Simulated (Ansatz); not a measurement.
La3Pb, space group Pm-3m, a single point from an input typed as a dict

Run with Ansatz 0.2.0 through its Python package.

The script, `run_deck.py`:
```python
from collections import Counter
import json

import ansatz
import pandas as pd

config = {
    "crystal": {
        "lattice": [[5.073323, 0.0, 0.0], [0.0, 5.073323, 0.0], [0.0, 0.0, 5.073323]],
        "atoms": [
            {"symbol": "La", "position": [0.5, 0.5, 0.0]},
            {"symbol": "La", "position": [0.5, 0.0, 0.5]},
            {"symbol": "La", "position": [0.0, 0.5, 0.5]},
            {"symbol": "Pb", "position": [0.0, 0.0, 0.0]},
        ],
    },
    "kpoints": {"mp_grid": {"grid": [5, 5, 5]}},
    "hamiltonian": {"xc": "lda"},
    "scf": {"occupations": {"method": "cold", "width": 0.05}},
    "basis": {"ecutwfc": "470 eV"},
    "output": {"forces": True, "stress": True},
}

result = ansatz.Session.from_dict(config).plan().execute()
r = result.report

print("%-22s %14.5f eV" % ("F = E - TS", r["free_energy_ev"]))
print("%-22s %14.5f eV" % ("E", r["internal_energy_ev"]))
print("%-22s %14.5f eV" % ("Harris-Foulkes", r["harris_foulkes_ev"]))
print("%-22s %14.5f eV" % ("Fermi level", r["fermi_energy_ev"]))

table = pd.DataFrame(r["forces_ev_ang"], columns=["fx", "fy", "fz"])
table.insert(0, "atom", [site["symbol"] for site in r["lattice"]["sites"]])
print(table.round(4).to_string())

keep = ["free_energy_ev", "energy_sigma0_ev", "fermi_energy_ev", "n_iterations", "converged", "magnetization_mub", "n_kpoints"]
with open("la3pb.json", "w") as handle:
    json.dump({key: r[key] for key in keep}, handle, indent=1)

told = Counter((n["data"]["severity"], n["data"]["kind"]) for n in result.notices if n["event"] == "notice")
for (severity, kind), count in sorted(told.items()):
    print(f"{severity:8s} {kind} x{count}")
```

```console
$ python run_deck.py
F = E - TS               -29832.37647 eV
E                        -29832.37005 eV
Harris-Foulkes           -29832.37647 eV
Fermi level                  11.80004 eV
  atom   fx   fy   fz
0   La  0.0  0.0 -0.0
1   La  0.0 -0.0 -0.0
2   La  0.0 -0.0 -0.0
3   Pb -0.0  0.0 -0.0
audit    band_cg_iterations x1
audit    preconditioner_resolved x1
```

File `la3pb.json` afterwards:
```json
{
 "free_energy_ev": -29832.376473259515,
 "energy_sigma0_ev": -29832.374333140164,
 "fermi_energy_ev": 11.800035093587534,
 "n_iterations": 7,
 "converged": true,
 "magnetization_mub": 0.0,
 "n_kpoints": 10
}
```

What to keep in mind:
- Total energies depend on the potentials; only differences at equal settings carry meaning. A total without «per atom» is that of the cell as typed.
- For a metal this k-point mesh is coarse: on a finer one energies can move by several to tens of meV an atom and pressures by half a GPa or more, differences at one mesh by less.
- The zero of the levels is a convention of the potentials, so an absolute Fermi energy is no work function.
- Spin-orbit coupling, which matters for elements this heavy, is left out.
- This cell is a computed structure, which may not be the phase found in nature.
- Hardware and time: 4 s on 1 thread of Arm Neoverse V1, with other jobs on the host, peak memory 0.49 GiB.

(Lines on the test bed's own set-up are left out of the output.)
